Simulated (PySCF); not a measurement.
# GeH2Me(OAc): NMR shifts, electronic excitations, spin-spin couplings and core binding energies at several levels of theory, part 2 of 2

PySCF 2.14.0. Atoms count from 0.

## 6. Shielding tensors: B3LYP/pcSseg-2+pcSseg-1

The job: settings as JSON, then the geometry in Å.

```
{"job": {"kind": "nmr", "xc": "B3LYP", "basis": {"default": "pcSseg-1", "Ge": "pcSseg-2"}, "pop": false}, "charge": 0, "multiplicity": 1}
Ge     0.689503     1.160825     0.474317
H      0.625782     1.127959     2.006836
H      2.122810     1.091828    -0.067639
C     -0.336143     2.616483    -0.290653
H      0.065777     3.585036     0.040822
H     -1.386125     2.543023     0.025561
H     -0.294091     2.574449    -1.388186
O     -0.232897    -0.301933    -0.165755
C      0.253892    -1.478722     0.210268
C     -0.535214    -2.638362    -0.325504
O      1.233176    -1.579735     0.912986
H     -0.074385    -3.581724    -0.012667
H     -0.582333    -2.581288    -1.422537
H     -1.569183    -2.581660     0.045369
```

Level: GIAO B3LYP/pcSseg-1 Ge:pcSseg-2 NMR shielding, non-relativistic, gas phase.

Log:

```text
coarse grid: 53096 points
cycle   1  E = -2346.4478504788  dE =  6.683e-03  |g| = 1.515e+00  |ddm| = 3.162e+00
cycle   2  E = -2345.9355045769  dE =  5.123e-01  |g| = 2.308e+00  |ddm| = 1.912e+00
cycle   3  E = -2346.6804074763  dE = -7.449e-01  |g| = 3.892e-01  |ddm| = 1.448e+00
cycle   4  E = -2346.7027151111  dE = -2.231e-02  |g| = 1.822e-01  |ddm| = 3.037e-01
cycle   5  E = -2346.7074632706  dE = -4.748e-03  |g| = 5.812e-02  |ddm| = 1.173e-01
cycle   6  E = -2346.7080528392  dE = -5.896e-04  |g| = 8.321e-03  |ddm| = 3.507e-02
cycle   7  E = -2346.7080615882  dE = -8.749e-06  |g| = 2.438e-03  |ddm| = 5.814e-03
final grid: 112056 points
cycle   8  E = -2346.7080517362  dE =  6.551e-07  |g| = 3.342e-03  |ddm| = 3.541e-03
cycle   9  E = -2346.7080493668  dE =  2.369e-06  |g| = 5.217e-03  |ddm| = 4.404e-03
cycle  10  E = -2346.7080533460  dE = -3.979e-06  |g| = 1.067e-03  |ddm| = 2.902e-03
cycle  11  E = -2346.7080535603  dE = -2.142e-07  |g| = 1.080e-04  |ddm| = 6.535e-04
cycle  12  E = -2346.7080535622  dE = -1.966e-09  |g| = 2.455e-05  |ddm| = 7.088e-05
cycle  13  E = -2346.7080535623  dE = -1.105e-10  |g| = 3.364e-06  |ddm| = 1.701e-05
converged SCF energy = -2346.7080535623

GIAO shielding tensors (ppm)
atom      isotropic    diamagn.    paramagn.     s11        s22        s33       span
  0 Ge    1325.294    2759.331   -1434.037   1213.130   1334.196   1428.557    215.427
  1 H       26.082      30.534      -4.452     19.764     22.107     36.375     16.611
  2 H       26.069      30.525      -4.456     19.775     22.065     36.368     16.593
  3 C      182.388     248.253     -65.865    173.086    186.300    187.779     14.693
  4 H       31.178      26.880       4.299     26.480     27.911     39.144     12.664
  5 H       30.672      30.296       0.376     25.876     28.328     37.811     11.935
  6 H       30.661      30.108       0.554     25.932     28.204     37.847     11.915
  7 O      104.459     401.700    -297.240    -46.520    140.742    219.157    265.677
  8 C        0.052     249.934    -249.883    -94.110     23.839     70.426    164.536
  9 C      156.929     247.478     -90.549    134.662    148.563    187.562     52.900
 10 O     -130.620     404.328    -534.948   -360.204   -244.133    212.476    572.680
 11 H       29.615      26.686       2.929     25.517     28.166     35.163      9.646
 12 H       29.215      28.823       0.392     25.544     28.619     33.481      7.936
 13 H       29.199      28.701       0.498     25.622     28.485     33.490      7.868
```

Run time: 57 s. Hardware: 1 thread of Intel Xeon at 2.50GHz, shared host; peak memory 1.1 GiB.

Key values: σ C8 0.1, C9 156.9, C3 182.4, Ge0 1325, H1 26.08, H11 29.34 ppm (means over like atoms).

## 7. NMR shieldings: PBE/pcSseg-2+pcSseg-1

Settings changed since step 6:

```diff
@@ -1,2 +1,2 @@
-{"job": {"kind": "nmr", "xc": "B3LYP", "basis": {"default": "pcSseg-1", "Ge": "pcSseg-2"}, "pop": false}, "charge": 0, "multiplicity": 1}
+{"job": {"kind": "nmr", "xc": "PBE", "basis": {"default": "pcSseg-1", "Ge": "pcSseg-2"}, "pop": false}, "charge": 0, "multiplicity": 1}
 Ge     0.689503     1.160825     0.474317
```

With the program's defaults for keys left out, this is: GIAO PBE/pcSseg-1 Ge:pcSseg-2 NMR shielding, non-relativistic, gas phase.

Log:

```text
coarse grid: 53096 points
cycle   1  E = -2345.7077505811  dE = -6.069e-03  |g| = 1.699e+00  |ddm| = 3.206e+00
cycle   2  E = -2344.5107866181  dE =  1.197e+00  |g| = 3.069e+00  |ddm| = 2.654e+00
cycle   3  E = -2345.9165477594  dE = -1.406e+00  |g| = 7.463e-01  |ddm| = 2.316e+00
cycle   4  E = -2346.0088007509  dE = -9.225e-02  |g| = 2.876e-01  |ddm| = 5.704e-01
cycle   5  E = -2346.0175559643  dE = -8.755e-03  |g| = 1.771e-01  |ddm| = 2.569e-01
cycle   6  E = -2346.0230425046  dE = -5.487e-03  |g| = 2.758e-02  |ddm| = 1.141e-01
cycle   7  E = -2346.0231897746  dE = -1.473e-04  |g| = 8.462e-03  |ddm| = 2.915e-02
cycle   8  E = -2346.0232072462  dE = -1.747e-05  |g| = 1.800e-03  |ddm| = 7.685e-03
cycle   9  E = -2346.0232080013  dE = -7.551e-07  |g| = 3.950e-04  |ddm| = 2.026e-03
final grid: 112056 points
cycle  10  E = -2346.0232291554  dE =  3.777e-09  |g| = 5.942e-04  |ddm| = 1.406e-03
cycle  11  E = -2346.0232289842  dE =  1.712e-07  |g| = 1.141e-03  |ddm| = 1.065e-03
cycle  12  E = -2346.0232292206  dE = -2.364e-07  |g| = 2.130e-04  |ddm| = 6.712e-04
cycle  13  E = -2346.0232292290  dE = -8.399e-09  |g| = 7.159e-05  |ddm| = 1.806e-04
cycle  14  E = -2346.0232292299  dE = -8.431e-10  |g| = 1.531e-05  |ddm| = 4.927e-05
converged SCF energy = -2346.0232292299

GIAO shielding tensors (ppm)
atom      isotropic    diamagn.    paramagn.     s11        s22        s33       span
  0 Ge    1299.244    2759.981   -1460.737   1177.212   1306.476   1414.043    236.832
  1 H       25.696      30.361      -4.665     19.363     21.731     35.994     16.631
  2 H       25.683      30.354      -4.671     19.373     21.688     35.986     16.613
  3 C      183.376     249.161     -65.785    173.827    187.704    188.596     14.768
  4 H       30.984      26.798       4.187     26.234     27.764     38.955     12.721
  5 H       30.486      30.198       0.287     25.656     28.139     37.662     12.005
  6 H       30.476      30.011       0.465     25.714     28.017     37.696     11.983
  7 O       92.877     400.480    -307.603    -50.032    122.585    206.077    256.109
  8 C        6.213     250.802    -244.589    -82.208     30.976     69.871    152.079
  9 C      158.647     248.532     -89.885    136.685    150.187    189.068     52.384
 10 O     -128.109     403.660    -531.769   -342.100   -236.087    193.860    535.960
 11 H       29.478      26.745       2.733     25.431     28.005     34.997      9.566
 12 H       29.018      28.757       0.260     25.302     28.457     33.294      7.992
 13 H       29.003      28.639       0.365     25.380     28.330     33.300      7.920
```

Wall time 86 s (1 thread of Intel Xeon at 2.50GHz, shared host); peak memory 1.2 GiB.

In short: σ C8 6.2, C9 158.6, C3 183.4, Ge0 1299, H1 25.69, H11 29.17 ppm (means over like atoms).

## 8. Core holes by ΔSCF: SCAN, X2C

Settings changed since step 7:

```diff
@@ -1,2 +1,2 @@
-{"job": {"kind": "nmr", "xc": "PBE", "basis": {"default": "pcSseg-1", "Ge": "pcSseg-2"}, "pop": false}, "charge": 0, "multiplicity": 1}
+{"job": {"kind": "xps", "metal_2p": true}, "charge": 0, "multiplicity": 1}
 Ge     0.689503     1.160825     0.474317
```

Method: delta-SCF UKS SCAN, pcX-2 on the ionised atom (unc-x2c-TZVPall on a metal), pcseg-1 elsewhere, spin-free X2C.

Log:

```text
ground state, core basis on atom 3 (C), 168 functions
  cycle   1  E = -2363.39776981  |g| = 9.40e-01
  cycle   2  E = -2362.91405476  |g| = 1.78e+00
  cycle   3  E = -2363.54819501  |g| = 3.75e-01
  cycle   4  E = -2363.57497177  |g| = 1.18e-01
  cycle   5  E = -2363.57701793  |g| = 5.72e-02
  cycle   6  E = -2363.57774078  |g| = 8.30e-03
  cycle   7  E = -2363.57775613  |g| = 3.57e-03
  cycle   8  E = -2363.57776026  |g| = 7.43e-04
  cycle   9  E = -2363.57776229  |g| = 1.33e-04
  E(ground) = -2363.72296891 Eh
hole in C 1s of atom 3
  cycle   1  E = -2352.32880140  |g| = 1.50e+00
  cycle   2  E = -2350.85256610  |g| = 2.04e+00
  cycle   3  E = -2352.66283224  |g| = 7.09e-01
  cycle   4  E = -2352.79127933  |g| = 5.21e-01
  cycle   5  E = -2352.87826352  |g| = 2.28e-01
  cycle   6  E = -2352.89730611  |g| = 7.89e-02
  cycle   7  E = -2352.89964542  |g| = 2.55e-02
  cycle   8  E = -2352.89989273  |g| = 9.39e-03
  cycle   9  E = -2352.89994033  |g| = 2.38e-03
  cycle  10  E = -2352.89994499  |g| = 1.18e-03
  cycle  11  E = -2352.89994755  |g| = 3.83e-04
  E(ion) = -2353.04399575 Eh   <S^2> = 0.7682   hole on atom = 1.000   binding energy = 290.590 eV
ground state, core basis on atom 7 (O), 168 functions
  cycle   1  E = -2363.60746950  |g| = 1.07e-01
  cycle   2  E = -2363.60450148  |g| = 1.39e-01
  cycle   3  E = -2363.60710398  |g| = 7.22e-02
  cycle   4  E = -2363.60794572  |g| = 2.62e-02
  cycle   5  E = -2363.60808008  |g| = 2.58e-03
  cycle   6  E = -2363.60808025  |g| = 5.59e-04
  cycle   7  E = -2363.60808036  |g| = 1.23e-04
  E(ground) = -2363.75072094 Eh
hole in O 1s of atom 7
  cycle   1  E = -2342.98528310  |g| = 2.24e+00
  cycle   2  E = -2341.89145848  |g| = 2.59e+00
  cycle   3  E = -2343.45986651  |g| = 9.52e-01
  cycle   4  E = -2343.62467822  |g| = 7.17e-01
  cycle   5  E = -2343.82148642  |g| = 1.03e-01
  cycle   6  E = -2343.82510173  |g| = 4.34e-02
  cycle   7  E = -2343.82606914  |g| = 9.33e-03
  cycle   8  E = -2343.82611024  |g| = 3.56e-03
  cycle   9  E = -2343.82611610  |g| = 1.02e-03
  cycle  10  E = -2343.82611753  |g| = 3.61e-04
  E(ion) = -2343.96990482 Eh   <S^2> = 0.7636   hole on atom = 1.000   binding energy = 538.263 eV
ground state, core basis on atom 8 (C), 168 functions
  cycle   1  E = -2363.58287413  |g| = 1.07e-01
  cycle   2  E = -2363.57662256  |g| = 2.02e-01
  cycle   3  E = -2363.58408104  |g| = 3.87e-02
  cycle   4  E = -2363.58420225  |g| = 3.07e-02
  cycle   5  E = -2363.58438184  |g| = 1.75e-03
  cycle   6  E = -2363.58438525  |g| = 2.97e-04
  E(ground) = -2363.73008583 Eh
hole in C 1s of atom 8
  cycle   1  E = -2352.21888911  |g| = 1.51e+00
  cycle   2  E = -2349.69136016  |g| = 2.50e+00
  cycle   3  E = -2352.48445640  |g| = 7.04e-01
  cycle   4  E = -2352.61685936  |g| = 5.98e-01
  cycle   5  E = -2352.67865003  |g| = 4.64e-01
  cycle   6  E = -2352.76243756  |g| = 1.07e-01
  cycle   7  E = -2352.76663210  |g| = 3.38e-02
  cycle   8  E = -2352.76705932  |g| = 1.21e-02
  cycle   9  E = -2352.76714082  |g| = 3.41e-03
  cycle  10  E = -2352.76715060  |g| = 1.75e-03
  cycle  11  E = -2352.76715592  |g| = 8.35e-04
  cycle  12  E = -2352.76715792  |g| = 5.00e-04
  E(ion) = -2352.91194745 Eh   <S^2> = 0.7843   hole on atom = 1.000   binding energy = 294.377 eV
ground state, core basis on atom 9 (C), 168 functions
  cycle   1  E = -2363.57696031  |g| = 6.04e-02
  cycle   2  E = -2363.57678210  |g| = 3.93e-02
  cycle   3  E = -2363.57678750  |g| = 3.92e-02
  cycle   4  E = -2363.57704360  |g| = 1.39e-02
  cycle   5  E = -2363.57708242  |g| = 2.28e-03
  cycle   6  E = -2363.57708447  |g| = 3.08e-04
  E(ground) = -2363.72222605 Eh
hole in C 1s of atom 9
  cycle   1  E = -2352.32405215  |g| = 1.50e+00
  cycle   2  E = -2351.62624516  |g| = 1.86e+00
  cycle   3  E = -2352.75162814  |g| = 5.69e-01
  cycle   4  E = -2352.76921542  |g| = 5.29e-01
  cycle   5  E = -2352.87024051  |g| = 1.48e-01
  cycle   6  E = -2352.87774831  |g| = 5.99e-02
  cycle   7  E = -2352.87905249  |g| = 6.97e-03
  cycle   8  E = -2352.87907921  |g| = 3.87e-03
  cycle   9  E = -2352.87908753  |g| = 9.98e-04
  cycle  10  E = -2352.87908750  |g| = 5.93e-04
  cycle  11  E = -2352.87908775  |g| = 2.36e-04
  E(ion) = -2353.02394752 Eh   <S^2> = 0.7672   hole on atom = 1.000   binding energy = 291.115 eV
ground state, core basis on atom 10 (O), 168 functions
  cycle   1  E = -2363.60525112  |g| = 9.91e-02
  cycle   2  E = -2363.60366958  |g| = 1.02e-01
  cycle   3  E = -2363.60427804  |g| = 8.31e-02
  cycle   4  E = -2363.60551287  |g| = 1.59e-02
  cycle   5  E = -2363.60556273  |g| = 2.21e-03
  cycle   6  E = -2363.60556507  |g| = 5.79e-04
  cycle   7  E = -2363.60556398  |g| = 8.65e-05
  E(ground) = -2363.74837536 Eh
hole in O 1s of atom 10
  cycle   1  E = -2343.02551003  |g| = 2.22e+00
  cycle   2  E = -2342.38166710  |g| = 2.33e+00
  cycle   3  E = -2343.61658241  |g| = 7.89e-01
  cycle   4  E = -2343.66973453  |g| = 6.87e-01
  cycle   5  E = -2343.85358658  |g| = 8.20e-02
  cycle   6  E = -2343.85583538  |g| = 3.93e-02
  cycle   7  E = -2343.85664271  |g| = 5.32e-03
  cycle   8  E = -2343.85665393  |g| = 2.74e-03
  cycle   9  E = -2343.85665805  |g| = 1.02e-03
  cycle  10  E = -2343.85665911  |g| = 3.06e-04
  E(ion) = -2344.00114952 Eh   <S^2> = 0.7637   hole on atom = 1.000   binding energy = 537.349 eV
```

Run time: 1.9 min. Hardware: 1 thread of Intel Xeon at 2.50GHz, shared host; peak memory 0.58 GiB.

Binding energies by hole, beside the orbital energy of the ground state; the difference holds orbital relaxation and, for a density functional, its self-interaction error:

| hole | stands for | environment | ΔSCF (eV) | −ε (eV) | ⟨S²⟩ |
| --- | --- | --- | --- | --- | --- |
| C1s on C3 | C3 | carbon bonded to Ge, 3 H | 290.59 | 273.7 | 0.768 |
| O1s on O7 | O7 | oxygen bonded to C, Ge | 538.26 | 517.2 | 0.764 |
| C1s on C8 | C8 | carbon bonded to C, 2 O | 294.38 | 276.9 | 0.784 |
| C1s on C9 | C9 | carbon bonded to C, 3 H | 291.11 | 273.9 | 0.767 |
| O1s on O10 | O10 | oxygen bonded to C | 537.35 | 516.0 | 0.764 |

## 9. Run by run: NMR shifts

Shifts (ppm) of some atoms, chosen among heavy atoms and hydrogens apart, means over like atoms, with basis size and wall time:

| run | C8 | C9 | C3 | H1 | H11 | O10 | O7 | functions | time |
| --- | --- | --- | --- | --- | --- | --- | --- | --- | --- |
| PBE0/pcSseg-2+pcSseg-1 | 178.2 | 22.2 | -3.9 | 5.33 | 2.04 | 460.8 | 223.3 | 188 | 94 s |
| B3LYP/pcSseg-2+pcSseg-1 | 179.2 | 22.3 | -3.2 | 5.31 | 2.04 | 464.7 | 229.6 | 188 | 57 s |
| PBE/pcSseg-2+pcSseg-1 | 173.8 | 21.4 | -3.3 | 5.51 | 2.03 | 462.7 | 241.8 | 188 | 86 s |

## 10. Results

This closing draws on all 2 parts.

| quantity | value |
| --- | --- |
| rotational constants (main isotopes) | 6.22, 1.31, 1.11 GHz |
| 13C shifts against TMS (PBE0/pcSseg-2+pcSseg-1) | 178.2, 22.2, -3.9 ppm |
| 1H shifts against TMS (PBE0/pcSseg-2+pcSseg-1, means over atoms taken as alike) | 5.33, 2.04, 0.54 ppm |
| 17O shifts against H2O (PBE0/pcSseg-2+pcSseg-1) | 460.8, 223.3 ppm |
| shieldings of Ge (PBE0/pcSseg-2+pcSseg-1) | Ge0 1361.2 ppm |
| surface potential, 1st and 99th percentile | -1.78 V and 1.29 V |
| lowest singlet (B3LYP/def2-SVPD) | 5.83 eV (212 nm), f = 0.001 |
| brightest single state of those computed | state 10, 7.97 eV, f = 0.113 |
| lowest triplet | 5.34 eV |
| vertical ionisation energy (ΔSCF) | 10.07 eV |
| largest coupling of the table (PBE/pcSseg-1+pcJ-1) | 1J(C,H) C3–H4, 125.4 Hz |
| C1s binding energies, SCAN/pcX-2 | C8 294.38, C9 291.11, C3 290.59 eV |
| O1s binding energies, SCAN/pcX-2 | O7 538.26, O10 537.35 eV |
| range of the shift of O7 | 223.3 to 241.8 ppm |

What this shows: Single values in the summary come from the first run of each kind that ended normally (PBE0/pcSseg-2+pcSseg-1; B3LYP/def2-SVPD; PBE/pcSseg-1+pcJ-1; SCAN/pcX-2), which need not be the best level. The start was shaken at random, so part of the energy gained undoes that. Over 6 steps the energy fell by 0.807 eV; of the close pairs, Ge0–H2 changed most, 1.398 to 1.534 Å. At PBE0/pcSseg-2+pcSseg-1: The largest span, 572 ppm, is at O10, where the paramagnetic term is -530 ppm. The first singlet state (HOMO→LUMO 0.98) lies at 5.83 eV and is dark; of the 15 states computed, the strongest absorption comes from state 10 at 7.97 eV. The lowest triplet lies 0.49 eV below the lowest singlet (triplets in Tamm-Dancoff, singlets in full TDDFT). In the run at PBE/pcSseg-1+pcJ-1, the largest coupling of the table is C3–H4 (mean over like pairs), 125.4 Hz, of which the Fermi-contact term gives 122.9 Hz. Couplings across rotatable bonds belong to this one conformer; where others are populated, the observed values are averages. The C1s levels kept as sound span 3.79 eV, from C3 (carbon bonded to Ge, 3 H) up to C8 (carbon bonded to C, 2 O). The O1s levels kept as sound span 0.91 eV, from O10 (oxygen bonded to C) up to O7 (oxygen bonded to C, Ge). Among the atoms with a shift in every run: In ppm, O7 moves most: its shift spreads over 18.4 ppm, from 223.3 (PBE0/pcSseg-2+pcSseg-1) to 241.8 (PBE/pcSseg-2+pcSseg-1). Spin-orbit coupling is left out, which matters for shieldings and couplings at and beside the heavy atoms.
